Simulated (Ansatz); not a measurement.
# GeBr₂: a ladder of functionals and wavefunction methods

The task here is to estimate one member of a computed series from the others.

Program: Ansatz 0.2.0, Gaussian basis. Level of theory: functionals in def2-TZVPP, the program's frozen cores in correlated methods. These are calculated values, not measurements.

The runs, in order: LDA (SPW92), PBE-D4, revPBE-D4, BLYP-D4, r2SCAN-D4, B97M-V, PBE0-D4, B3LYP-D4, r2SCANh-D4, r2SCAN0-D4, HSE06-D4, BHLYP-D4, CAM-B3LYP-D4, LC-ωPBE, ωB97X-V, ωB97M-V, B2PLYP, PBE-QIDH; CCSD(T)/def2-SVP; CCSD(T)/def2-TZVPP; MP2/def2-QZVPP; extrapolation to the limit; RPA on PBE.

### The geometry

An earlier PBE0-D4 in a triple-zeta def2 set relaxation fixed the geometry.

SMILES `[Br][Ge][Br]`, 3 atoms, charge 0, spin multiplicity 1.

Atoms are counted from 1 here; the program's logs count them from 0.

Bond lengths: Br1–Ge2 2.341 Å, Ge2–Br3 2.341 Å. Angles: Br1–Ge2–Br3 100.9°.

Set-up of the first run:

Contents of in.yaml:

```yaml
crystal:
  periodic: [false, false, false]
  atoms:
    - {symbol: Br, position_ang: [-0.284960, 1.782562, -0.420499]}
    - {symbol: Ge, position_ang: [-0.899107, -0.379756, 0.233839]}
    - {symbol: Br, position_ang: [1.173067, -1.467606, 0.173359]}
basis:
  gaussian: {orbitals: def2-TZVPP}
hamiltonian: {xc: lda}
output: {orbitals: {seedname: orbitals}}
```

Started as:

```console
ansatz run in.yaml --threads 4 --pin off --events-out ev --progress --plain --max-ram 10444MiB
```

Among the steps run: LDA; PBE-D4 (GGA); revPBE-D4 (GGA); BLYP-D4 (GGA); r2SCAN-D4 (meta-GGA); B97M-V (meta-GGA); B3LYP-D4 (hybrid); r2SCANh-D4 (hybrid); r2SCAN0-D4 (hybrid); HSE06-D4 (hybrid); BHLYP-D4 (hybrid); CAM-B3LYP-D4 (range-separated); LC-ωPBE (range-separated); ωB97X-V (range-separated); ωB97M-V (range-separated); B2PLYP (double hybrid); PBE-QIDH (double hybrid).

One of the session's tables, all rows but one given; the rest of the session is left out.

It belongs to the step «Frontier levels by functional». 

```
  functional  HOMO (eV)  LUMO (eV)  gap (eV)
 LDA (SPW92)      -6.93      -4.14      2.79
      PBE-D4      -6.74      -3.90      2.84
   revPBE-D4          ?          ?         ?
     BLYP-D4      -6.58      -3.78      2.81
   r2SCAN-D4      -7.03      -3.90      3.12
      B97M-V      -6.99      -3.78      3.21
     PBE0-D4      -7.79      -3.22      4.58
    B3LYP-D4      -7.60      -3.40      4.19
  r2SCANh-D4      -7.41      -3.63      3.78
  r2SCAN0-D4      -7.99      -3.23      4.76
    HSE06-D4      -7.41      -3.58      3.82
    BHLYP-D4      -8.71      -2.41      6.30
CAM-B3LYP-D4      -9.00      -2.23      6.77
     LC-ωPBE     -10.23      -1.18      9.05
     ωB97X-V      -9.92      -1.24      8.68
     ωB97M-V      -9.81      -1.31      8.49
```

Q: Estimate the row for revPBE-D4 from the others.

As computed: HOMO (eV): -6.67; LUMO (eV): -3.81; gap (eV): 2.87. In the column «HOMO (eV)» it lies between PBE-D4 (-6.74) and BLYP-D4 (-6.58).
